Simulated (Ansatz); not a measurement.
# C2H6Si (SMILES C[Si]C): r2SCAN/6-311+G(d,p)

Aim: the electronic atomisation energy of C2H6Si at r2SCAN/6-311+G**, from 4 runs. 

Program for the calculation: Ansatz 0.2.0.

34 further runs of the same task are left out: 34 set aside as unsound or not needed.

**1. The structure to begin with**

C2H6Si: 9 atoms, total charge 0, spin state singlet. As SMILES, `C[Si]C`. The coordinates come from a PBE0-D4/def2-TZVP relaxation.

Bond lengths: C1–Si2 1.896 Å, Si2–C3 1.896 Å, C1–H4 1.102 Å, C1–H5 1.091 Å, C1–H6 1.095 Å, C3–H7 1.095 Å, C3–H8 1.091 Å, C3–H9 1.102 Å. Some angles: C1–Si2–C3 97.8°, Si2–C1–H4 105.3°, Si2–C1–H5 113.7°, Si2–C1–H6 114.0°, Si2–C3–H7 113.9°, Si2–C3–H8 113.7°, Si2–C3–H9 105.3°, H4–C1–H5 107.1°, H4–C1–H6 106.4°, H5–C1–H6 109.8°.

**2. The energy at r2SCAN/6-311+G(d,p)**

Input file in.yaml:

```yaml
crystal:
  periodic: [false, false, false]
  atoms:
    - symbol: C
      position_ang: [-0.527400, 1.047300, -0.805300]
    - symbol: Si
      position_ang: [0.896800, -0.199700, -0.912800]
    - symbol: C
      position_ang: [0.601900, -1.069400, 0.746000]
    - symbol: H
      position_ang: [-1.430700, 0.480400, -1.082200]
    - symbol: H
      position_ang: [-0.439700, 1.875000, -1.511000]
    - symbol: H
      position_ang: [-0.703500, 1.436700, 0.202600]
    - symbol: H
      position_ang: [-0.455600, -1.193000, 1.001000]
    - symbol: H
      position_ang: [1.117900, -2.026600, 0.837300]
    - symbol: H
      position_ang: [1.028800, -0.397000, 1.507100]
basis:
  gaussian: {orbitals: 6-311+G_st__st_-spherical.json}
output: {orbitals: {seedname: orbitals}}
accuracy: high
hamiltonian: {xc: {name: r2SCAN}}
```

The basis set 6-311+G** is read from a file made from the Basis Set Exchange's data (not shown).

Launch:

```bash
$ ansatz run in.yaml --threads 1 --pin off --max-ram 3480MiB --events-out events.jsonl --progress --plain --runs-dir runs
```

The log of the run:

```text
Warning: RAYON_NUM_THREADS=1 ignored (pool sized by the plan → 1); use --threads N
Functional definition: r2SCAN
  name "r2SCAN"
  parameter k0 = 0.174
  parameter k1 = 0.065
  parameter a1 = 4.9479
  exchange = r2scan_x(k0 = k0, k1 = k1, a1 = a1)
  correlation = r2scan_c
2140 factors; integrals over basis functions are off by at most 4.3e-9 eV
mean field evaluation 1: about -10031.7692 eV, gradient 8.0e1 eV
mean field evaluation 2: about -10014.0070 eV, gradient 1.0e2 eV
mean field evaluation 4: about -10046.6601 eV, gradient 3.6e0 eV
mean field evaluation 8: about -10046.6993 eV, gradient 1.8e-1 eV
mean field evaluation 16: about -10046.6994 eV, gradient 2.3e-5 eV
mean field -10046.69936742 eV, -369.2093918554 hartree, gradient 1.1e-8 eV, S^2 0.000000; 0 other end points of the search recorded, 0 dependent functions left out
reference -10046.69936911 eV, -369.2093919173 hartree; 16, 16 occupied and 94, 94 virtual orbitals, 2140 factors
Total energy: -10046.69936911 eV, -369.2093919173 hartree
```

Wall time 11 s (1 thread of Arm Neoverse V2, shared host); peak memory 0.34 GiB.

**3. The C atom at the same level**

Input file input.yaml:

```yaml
crystal:
  periodic: [false, false, false]
  atoms:
    - {symbol: C, position_ang: [0.000000, 0.000000, 0.000000]}
basis:
  gaussian: {orbitals: 6-311+G_st__st_.json}
magnetization: {spin_polarized: true, initial_magnetization: 2}
accuracy: high
hamiltonian: {xc: r2scan}
```

The basis set 6-311+G** is read from a file made from the Basis Set Exchange's data (not shown).

Run the same way, it converges to -37.83050 Eh (log not shown).

**4. The H atom, same level**

Input file in.yaml:

```yaml
crystal:
  periodic: [false, false, false]
  atoms:
    - {symbol: H, position_ang: [0.000000, 0.000000, 0.000000]}
basis:
  gaussian:
    orbitals: 6-311+G_st__st_.json
magnetization:
  spin_polarized: true
  initial_magnetization: 1
hamiltonian:
  xc: r2scan
accuracy: high
```

The basis set 6-311+G** is read from a file made from the Basis Set Exchange's data (not shown).

Run the same way, it converges to -0.49993 Eh (log not shown).

**5. The Si atom, same level**

Input file input.yaml:

```yaml
crystal:
  periodic: [false, false, false]
  atoms:
    - symbol: Si
      position_ang: [0.000000, 0.000000, 0.000000]
basis:
  gaussian: {orbitals: 6-311+G_st__st_-spherical.json}
total_charge: 0
magnetization: {spin_polarized: true, initial_magnetization: 2}
hamiltonian: {xc: r2scan}
accuracy: high
```

The basis set 6-311+G** is read from a file made from the Basis Set Exchange's data (not shown).

Run the same way, it converges to -289.34167 Eh (log not shown).

**6. What came out**

Level: r2SCAN/6-311+G**.

```
                     quantity          value
       molecule: total energy  -369.20939 Eh
        molecule: HOMO energy       -5.13 eV
        molecule: LUMO energy       -2.84 eV
      molecule: HOMO–LUMO gap        2.29 eV
         C atom: total energy   -37.83050 Eh
                 C atom: ⟨S²⟩          2.005
         H atom: total energy    -0.49993 Eh
                 H atom: ⟨S²⟩          0.750
        Si atom: total energy  -289.34167 Eh
                Si atom: ⟨S²⟩          2.004
electronic atomisation energy      32.848 eV
```

In words: Taking the molecule apart into free atoms costs 32.85 eV (3169 kJ/mol), before zero-point energy and without spin-orbit coupling.
